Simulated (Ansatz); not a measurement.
**Ti (Fm-3m): calculation of the elastic constants, by script**

The task is a calculation of the elastic constants, for Ti (Fm-3m).

This is Ti in the fcc structure; at room conditions it is hcp.

Program: Ansatz 0.2.0, driven from Python. Level of theory: DFT r2SCAN, plane waves, PAW. These are calculated values, not measurements.

**1. The structure**

The structure is cubic, space group Fm-3m (No. 225). The conventional cell has a = 4.060 Å, b = 4.060 Å, c = 4.060 Å, α = 90.00°, β = 90.00°, γ = 90.00°. Around Ti (site symmetry m-3m) lie 12 Ti at 2.87 Å.

No structure file is read: the coordinates are typed or built in the script.

**2. The code**

Contents of ti.py:

```python
"""Stiffness tensor and moduli of Ti."""

from dataclasses import replace
import warnings

import ansatz as az
import numpy as np

warnings.simplefilter("ignore", az.DeckWarning)

crystal = (
    az.Lattice.of([0.0, 2.03, 2.03], [2.03, 0.0, 2.03], [2.03, 2.03, 0.0])
    .atom("Ti", [0.0, 0.0, 0.0])
)

job = (
    crystal.calculation()
    .occupations("fermi_dirac", width=0.15)
    .functional("r2scan")
    .kpoints(18, 18, 18)
)
# first bring the cell to zero stress
rest = job.relax(cell=True).run(threads=1).lattice
relaxed = az.Crystal(lattice=az.Lattice.of(rest.cell_ang))
for site in rest.sites:
    relaxed = relaxed.atom(site.symbol, site.position_frac)
job = replace(job, crystal=relaxed)
print("relaxed volume {:.3f} A^3".format(abs(np.linalg.det(rest.cell_ang))))
out = job.elastic("relaxed-ion").run(threads=1)
elastic = out.elastic

print(np.array2string(np.round(elastic.c_gpa, 1) + 0.0, suppress_small=True))
print("Voigt stress of the unstrained cell (GPa, tension positive):", np.round(elastic.sigma0_gpa, 3) + 0.0)
print("smallest eigenvalue of C:", round(elastic.stability.min_eigenvalue_gpa, 1), "GPa; tensor positive definite:", elastic.stability.min_eigenvalue_gpa > 0)
# averaged moduli need a positive definite tensor
if elastic.stability.min_eigenvalue_gpa > 0:
    m = elastic.moduli
    anisotropy = 5 * m.g_voigt_gpa / m.g_reuss_gpa + m.k_voigt_gpa / m.k_reuss_gpa - 6
    print(f"Voigt K {m.k_voigt_gpa:.1f} G {m.g_voigt_gpa:.1f}; Reuss K {m.k_reuss_gpa:.1f} G {m.g_reuss_gpa:.1f}; universal anisotropy index {anisotropy:.3f}")
```

**3. The run**

Started as:

```bash
python ti.py
```

The log of the run:

```text
relaxed volume 17.431 A^3
[[123.6 104.  104.    0.    0.    0. ]
 [104.  123.6 104.    0.    0.    0. ]
 [104.  104.  123.6   0.    0.    0. ]
 [  0.    0.    0.   69.6   0.    0. ]
 [  0.    0.    0.    0.   69.6   0. ]
 [  0.    0.    0.    0.    0.   69.6]]
Voigt stress of the unstrained cell (GPa, tension positive): [-0.025 -0.025 -0.025  0.     0.     0.   ]
smallest eigenvalue of C: 19.6 GPa; tensor positive definite: True
Voigt K 110.5 G 45.7; Reuss K 110.5 G 20.3; universal anisotropy index 6.270
```

Run time: 2.9 min. Hardware: 1 thread of Arm Neoverse V1, shared host; peak memory 0.65 GiB.

A comment line of the script is reworded here; the code is as run.

**4. The engine's runs**

One row for each of the 2 runs:

| run | kind of run | energy from run 2 (meV/atom) | final volume (Å³/atom) | pressure (GPa) | SCF cycles in all | CPU time (s) |
| --- | --- | --- | --- | --- | --- | --- |
| 1 | relaxation | 0.00 | 17.43 | 0.02 | 29 | 24 |
| 2 | elastic constants | 0.00 | 17.43 | 0.02 | 60 | 150 |

Energies are free energies F = E - TS of the smeared occupations. 

**5. The relaxation of run 1, step by step**

Relaxation path:

| step | energy from step 1 (eV/cell) | largest force component (eV/Å) | pressure (GPa) | volume (Å³) |
| --- | --- | --- | --- | --- |
| 1 | 0.0000 | 0.0000 | 4.87 | 16.73 |
| 2 | -0.0034 | 0.0000 | -3.42 | 18.01 |
| 3 | -0.0100 | 0.0000 | -0.17 | 17.46 |
| 4 | -0.0100 | 0.0000 | 0.01 | 17.43 |
| 5 | -0.0104 | 0.0000 | 0.02 | 17.43 |

Step 1 is the start. Step 5 repeats the geometry before it on a plane-wave basis chosen anew for that cell, so its energy need not be comparable with the rows above.

Lengths and angles in the start's conventional setting:

|  | before | after | change |
| --- | --- | --- | --- |
| a (Å) | 4.060 | 4.116 | +1.4 % |
| b (Å) | 4.060 | 4.116 | +1.4 % |
| c (Å) | 4.060 | 4.116 | +1.4 % |
| volume (Å³/atom) | 16.73 | 17.43 | +4.2 % |
| shortest distance (Å) | 2.871 | 2.910 | +1.4 % |
| space group (0.01 Å) | Fm-3m | Fm-3m | same |

Forces and stress were held to the start's 48 operations: a distortion of lower symmetry was not tested.

**6. Elastic constants**

C in GPa, Voigt order xx yy zz yz xz xy:

```
123.6 104.0 104.0   0.0   0.0   0.0
104.0 123.6 104.0   0.0   0.0   0.0
104.0 104.0 123.6   0.0   0.0   0.0
  0.0   0.0   0.0  69.6   0.0   0.0
  0.0   0.0   0.0   0.0  69.6   0.0
  0.0   0.0   0.0   0.0   0.0  69.6
```

Its eigenvalues (GPa): 19.6, 19.6, 69.6, 69.6, 69.6, 331.6.

**7. What came out**

```
                                                  quantity                                                                      value
                                             runs compared                                                                          2
                          moves of the relaxation of run 1                                                                          3
energy gained in run 1 (ahead of the last change of basis)                                                              10.0 meV/atom
                     last largest force component of run 1                                                                0.0000 eV/Å
                        relaxed conventional cell of run 1  a = 4.116 Å, b = 4.116 Å, c = 4.116 Å, α = 90.00°, β = 90.00°, γ = 90.00°
                           space group at the end of run 1                                                                      Fm-3m
                                       bulk modulus (Hill)                                                                  110.5 GPa
                                      shear modulus (Hill)                                                                   33.0 GPa
                                     least eigenvalue of C                                                                   19.6 GPa
```

**Reading.** In CPU time, run 2 (elastic constants) cost about 6.3 times as much as run 1 (relaxation). In run 1, the volume grew by 4.2 % over 3 moves, and the space group stayed Fm-3m. C is positive definite: mechanically stable against homogeneous strain. The ratio K/G is 3.35, on the ductile side of Pugh's 1.75. What to keep in mind:
- Spin is left out of this run.
- A positive definite tensor excludes instabilities under uniform strain alone; phonons elsewhere in the zone can still be imaginary.
- This isn't the structure that Ti takes at ambient conditions.
- Shear constants of a metal converge slowly with the k-point mesh and can be wrong in sign on a coarse one; the constants belong to the cell that was strained.
